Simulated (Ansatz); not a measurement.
# CH2O2Si (SMILES OC1=[SiH]O1): functionals against CCSD(T) at one geometry

An exercise on one series of results from a longer session: the logs are not shown, and one member is left open.

Method: single points in def2-TZVPP; program: Ansatz 0.2.0, Gaussian basis.

Cores are frozen in the correlated methods. B3LYP uses VWN-RPA correlation.

## Starting geometry

SMILES `OC1=[SiH]O1`, 6 atoms, charge 0, spin multiplicity 1.

Atoms are counted from 1 here; the program's logs count them from 0.

Bond lengths: O1–C2 1.354 Å, O1–H5 0.916 Å, C2–Si3 1.894 Å, C2–O4 1.515 Å, Si3–O4 1.691 Å, Si3–H6 1.572 Å. Angles: C2–O1–H5 110.7°, O1–C2–Si3 114.7°, O1–C2–O4 107.7°, Si3–C2–O4 58.2°, C2–Si3–O4 49.6°, C2–Si3–H6 149.8°, O4–Si3–H6 102.3°, C2–O4–Si3 72.2°.

As a file:

```xyz
6
CH2O2Si
O    -0.84290    0.83710   -0.92030
C    -0.09340   -0.27960   -0.76560
Si    0.99590   -0.29190    0.78380
O    -0.53520   -0.95770    0.51490
H    -0.79840    1.13950   -1.78340
H     1.13620   -0.39780    2.34560
```

Set-up of the first run:

Contents of run/in.yaml:

```yaml
crystal:
  periodic: [false, false, false]
  atoms:
    - {symbol: O, position_ang: [-0.842900, 0.837100, -0.920300]}
    - {symbol: C, position_ang: [-0.093400, -0.279600, -0.765600]}
    - {symbol: Si, position_ang: [0.995900, -0.291900, 0.783800]}
    - {symbol: O, position_ang: [-0.535200, -0.957700, 0.514900]}
    - {symbol: H, position_ang: [-0.798400, 1.139500, -1.783400]}
    - {symbol: H, position_ang: [1.136200, -0.397800, 2.345600]}
basis:
  gaussian: {orbitals: def2-TZVPP}
correlation: {method: ccsd_t}
output: {forces: true}
```

The command line of these runs was not kept.

Among the steps run: CCSD(T)/def2-TZVPP; PBE0-D4/def2-TZVPP; wB97M-V/def2-TZVPP; r2SCAN-D4/def2-TZVPP; PBE-D4/def2-TZVPP; B3LYP-D4/def2-TZVPP; r2SCAN0-D4/def2-TZVPP.

One of the session's tables, all rows but one given; the rest of the session is left out.

```
    method  RMS force component (eV/Å)  angle to CCSD(T) forces (°)  dipole (D)
   CCSD(T)                       1.453                    reference        1.89
   PBE0-D4                       1.487                         10.0        1.92
   wB97M-V                       1.627                          8.8        2.00
 r2SCAN-D4                           ?                            ?           ?
    PBE-D4                       1.426                         12.8        1.84
  B3LYP-D4                       1.475                          4.9        1.99
r2SCAN0-D4                       1.506                         14.0        1.95
```

Estimate the missing values for r2SCAN-D4.

**Answer.** RMS force component (eV/Å): 1.393; angle to CCSD(T) forces (°): 6.4; dipole (D): 1.86. In the column «RMS force component (eV/Å)» it is the lowest.
